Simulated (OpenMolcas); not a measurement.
**Re⁵⁺ with 4 ligands (iodide): CASSCF and CASPT2 levels and susceptibility**

Which state of Re⁵⁺ lies lowest among these ligands, how large is the field, and what χT follows?

The numbers are computed with OpenMolcas 26.06 (state-averaged CASSCF and CASPT2, spin-orbit coupling by RASSI with atomic mean-field integrals), except any that are marked as measured or tabulated.

### Step 1. The atom as given

```
Species                           : Re⁵⁺ (rhenium, Z = 75, 70 electrons)
Basis                             : ANO-RCC-VDZP [7s6p4d2f1g], 240 functions with the ligands
Scalar Hamiltonian                : DKH2, point nucleus
Inactive shells                   : 1s 2s 2p 3s 3p 3d 4s 4p 4d 4f 5s 5p of the metal, and all ligand shells
Active space                      : 2 electrons in 5 orbitals (5d)
Some configurations of this space : 5d²
Orbitals                          : optimised for each spin and parity, averaged over all roots
```

Outer shells as boxes (Hund's rule):

5d2
```
5d [↑ ][↑ ][  ][  ][  ]
```

Re⁵⁺ is taken with 4 ligands (iodide) in tetrahedron coordination (Td) at 2.47 Å. Ligand basis ANO-RCC-VDZP. The distances are assumed, not relaxed.

```xyz
5

Re    0.0000    0.0000    0.0000
I     1.4261    1.4261    1.4261
I     1.4261   -1.4261   -1.4261
I    -1.4261    1.4261   -1.4261
I    -1.4261   -1.4261    1.4261
```

The work runs as a chain of OpenMolcas steps in one folder; each step below is one input file. Labels, J, g values, rates, χT and fits are worked out afterwards by a script from the matrices that RASSI stores.

### Step 2. One- and two-electron integrals

File a.inp:

```
&GATEWAY
Coord
5

Re 0.0 0.0 0.0
I 1.426055 1.426055 1.426055
I 1.426055 -1.426055 -1.426055
I -1.426055 1.426055 -1.426055
I -1.426055 -1.426055 1.426055
Basis=Re.ANO-RCC-VDZP,I.ANO-RCC-VDZP
Group=NoSym
NoMove
AngMom=0.0 0.0 0.0
AMFI
RICD
&SEWARD
```

Started as:

```
OMP_NUM_THREADS=1 MOLCAS_MEM=2457 MOLCAS_PROJECT=a pymolcas a.inp > a.log
```

### Step 3. CASSCF: triplets, 10 roots

File a.inp:

```
&RASSCF
FileOrb=start.orb
Symmetry=1
Spin=3
nActEl=2 0 0
Inactive=142
Ras2=5
CIRoot=10 10 1
SDav=10
CIMx=300
Iter=150 100
PrWF=0.3
OrbListing=Nothing
MaxOrb=0
LevShft=1.0
>>> COPY $Project.JobIph JOB001
```

start.orb holds start orbitals that the driver prepared beforehand, or those of the step before.

### Step 4. Reference wave functions, singlets, 15 roots

File a.inp:

```
&RASSCF
FileOrb=start.orb
Symmetry=1
Spin=1
nActEl=2 0 0
Inactive=142
Ras2=5
CIRoot=15 15 1
SDav=15
CIMx=300
Iter=150 100
PrWF=0.3
OrbListing=Nothing
MaxOrb=0
LevShft=1.0
>>> COPY $Project.JobIph JOB002
```

### Step 5. RASSI: spin-orbit coupling between the states

File a.inp:

```
&RASSI
NrOfJobIphs=2 10 15
1 2 3 4 5 6 7 8 9 10
1 2 3 4 5 6 7 8 9 10 11 12 13 14 15
IphNames
JOB001
JOB002
EJob
SpinOrbit
DIPRint=1.0
SOCoupling=1000.0
Subsets=2
Property=9
'ANGMOM' 1 'ANGMOM' 2 'ANGMOM' 3 'MLTPL  1' 1 'MLTPL  1' 2 'MLTPL  1' 3
'AMFI' 1 'AMFI' 2 'AMFI' 3
SOProperty=3
'ANGMOM' 1 'ANGMOM' 2 'ANGMOM' 3
```

### Step 6. CASPT2: IPEA 0.25, imaginary shift 0.1 (103 orbitals frozen, the lowest in energy)

File a.inp:

```
>>> COPY JOB001 $Project.JobIph
&CASPT2
Multistate=10 1 2 3 4 5 6 7 8 9 10
NoMult
Frozen=103
IPEA=0.25
Imaginary=0.1
MaxIter=60
WThr=0.0 0.3 0.05
PrWF=0.5
NoMix
>>> COPY JOB002 $Project.JobIph
&CASPT2
Multistate=15 1 2 3 4 5 6 7 8 9 10 11 12 13 14 15
NoMult
Frozen=103
IPEA=0.25
Imaginary=0.1
MaxIter=60
WThr=0.0 0.3 0.05
PrWF=0.5
NoMix
```

(Steps that only read results are left out.)

**Question.** What will these runs give? Wanted: spin-free ground state; first state of the same spin within the active space; lowest level; next level.

As calculated:

| quantity | value |
| --- | --- |
| method | SS-CASPT2, IPEA 0.25, imaginary shift 0.1 (103 orbitals frozen, the lowest in energy) |
| spin-free ground state | 3A2, 1-fold in its orbital part |
| first state of the same spin within the active space | 3T2 at 9730 cm⁻¹ |
| lowest level | 3-fold |
| next level | 3712.8 cm⁻¹ |
| χT at 300 K | 0.65 cm³ K/mol |
| effective moment at 300 K | 2.28 μB |

Cost by method:

```tsv
method	time of its own steps	time with the reference
A. CASSCF	7.8 min	7.8 min
B. SS-CASPT2, IPEA 0.25, imaginary shift 0.1 (103 orbitals frozen, the lowest in energy)	27 min	35 min
```

Times are of one thread on a shared host.

**Reading.** The spin-free ground state (3A2) is 1-fold and keeps the highest spin of the shell. χT at 300 K is 0.65, against 1.00 cm³ K/mol for the spin alone, so spin-orbit coupling lowers it. A ligand-field fit to the states below 45000 cm-1 gives 10Dq = -9668 cm-1, B = 231 cm-1 and C = 848 cm-1 (C/B = 3.68), with a deviation of 664 cm-1. CASPT2 does not keep the components of a term degenerate, and the means are used. The frozen orbitals are chosen by energy, so an outer shell of the metal can be frozen while a deeper shell elsewhere is correlated. The bonds are covalent and no ligand orbital is active, so the numbers are rough.
